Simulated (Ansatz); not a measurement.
# ClFHIOTi: up Jacob's ladder to CCSD(T)

The task here is to estimate one member of a computed series from the others.

Program: Ansatz 0.2.0, Gaussian basis. Level of theory: functionals in def2-TZVPP, the program's frozen cores in correlated methods. These are calculated values, not measurements.

Levels to be run: LDA (SPW92), PBE-D4, revPBE-D4, BLYP-D4, r2SCAN-D4, B97M-V, PBE0-D4, B3LYP-D4, r2SCANh-D4, r2SCAN0-D4, HSE06-D4, BHLYP-D4, CAM-B3LYP-D4, LC-ωPBE, ωB97X-V, ωB97M-V, B2PLYP, PBE-QIDH; CCSD(T)/def2-SVP; CCSD(T)/def2-TZVPP; MP2/def2-QZVPP; extrapolation to the limit; RPA on PBE.

## Structure used throughout

The geometry comes from an earlier relaxation with PBE0-D4 in a triple-zeta def2 set; it is a stationary point. I takes the def2 core potential; no spin-orbit term is included.

SMILES `[OH][Ti]([F])([Cl])[I]`, 6 atoms, charge 0, spin multiplicity 1.

Atoms are counted from 1 here; the program's logs count them from 0.

Bond lengths: O1–Ti2 1.752 Å, O1–H6 0.959 Å, Ti2–F3 1.741 Å, Ti2–Cl4 2.182 Å, Ti2–I5 2.559 Å. Angles: Ti2–O1–H6 140.4°, O1–Ti2–F3 109.1°, O1–Ti2–Cl4 109.6°, O1–Ti2–I5 108.6°, F3–Ti2–Cl4 111.0°, F3–Ti2–I5 110.2°, Cl4–Ti2–I5 108.4°.

Coordinates:

```mol
ClFHIOTi
  3D, bonds by distance, orders not assigned

  6  5  0  0  0  0  0  0  0  0999 V2000
    0.1539    0.0155    1.3984 O   0  0
    0.1973   -0.1606   -0.3444 Ti  0  0
    1.7604   -0.7644   -0.8167 F   0  0
   -1.3893   -1.5161   -0.9823 Cl  0  0
   -0.2215    2.1303   -1.4052 I   0  0
   -0.4586    0.2313    2.1040 H   0  0
  1  2  8  0
  2  3  8  0
  2  4  8  0
  2  5  8  0
  1  6  8  0
M  END
```

The first run:

File in.yaml:

```yaml
crystal:
  periodic: [false, false, false]
  atoms:
    - {symbol: O, position_ang: [0.153893, 0.015542, 1.398376]}
    - {symbol: Ti, position_ang: [0.197288, -0.160635, -0.344360]}
    - {symbol: F, position_ang: [1.760398, -0.764352, -0.816712]}
    - {symbol: Cl, position_ang: [-1.389310, -1.516073, -0.982322]}
    - {symbol: I, position_ang: [-0.221505, 2.130300, -1.405236]}
    - {symbol: H, position_ang: [-0.458564, 0.231319, 2.103953]}
basis:
  gaussian: {orbitals: def2-TZVPP}
hamiltonian: {xc: lda}
output: {orbitals: {seedname: orbitals}}
```

Command:

```
$ ansatz run in.yaml --threads 4 --pin off --events-out ev --progress --plain --max-ram 10444MiB
```

Steps of the session up to this table: LDA; PBE-D4 (GGA); revPBE-D4 (GGA); BLYP-D4 (GGA); r2SCAN-D4 (meta-GGA); B97M-V (meta-GGA); B3LYP-D4 (hybrid); r2SCANh-D4 (hybrid); r2SCAN0-D4 (hybrid); HSE06-D4 (hybrid); BHLYP-D4 (hybrid); CAM-B3LYP-D4 (range-separated); LC-ωPBE (range-separated); ωB97X-V (range-separated); ωB97M-V (range-separated); B2PLYP (double hybrid); PBE-QIDH (double hybrid).

One of the session's tables, all rows but one given; the rest of the session is left out.

It belongs to the step «Orbital energies across the functionals». 

| functional | HOMO (eV) | LUMO (eV) | gap (eV) |
| --- | --- | --- | --- |
| LDA (SPW92) | ? | ? | ? |
| PBE-D4 | -6.94 | -4.07 | 2.88 |
| revPBE-D4 | -6.88 | -3.99 | 2.89 |
| BLYP-D4 | -6.77 | -3.95 | 2.82 |
| r2SCAN-D4 | -7.26 | -4.07 | 3.19 |
| B97M-V | -7.23 | -4.03 | 3.20 |
| PBE0-D4 | -8.07 | -3.27 | 4.81 |
| B3LYP-D4 | -7.83 | -3.49 | 4.34 |
| r2SCANh-D4 | -7.67 | -3.75 | 3.92 |
| r2SCAN0-D4 | -8.28 | -3.24 | 5.04 |
| HSE06-D4 | -7.69 | -3.64 | 4.04 |
| BHLYP-D4 | -9.03 | -2.25 | 6.78 |
| CAM-B3LYP-D4 | -9.27 | -2.24 | 7.03 |
| LC-ωPBE | -10.56 | -1.20 | 9.36 |
| ωB97X-V | -10.23 | -1.19 | 9.05 |
| ωB97M-V | -10.11 | -1.18 | 8.93 |

**Question.** Estimate the row for LDA (SPW92).

As computed: HOMO (eV): -7.13; LUMO (eV): -4.30; gap (eV): 2.83. In the column «HOMO (eV)» it lies between B97M-V (-7.23) and PBE-D4 (-6.94).
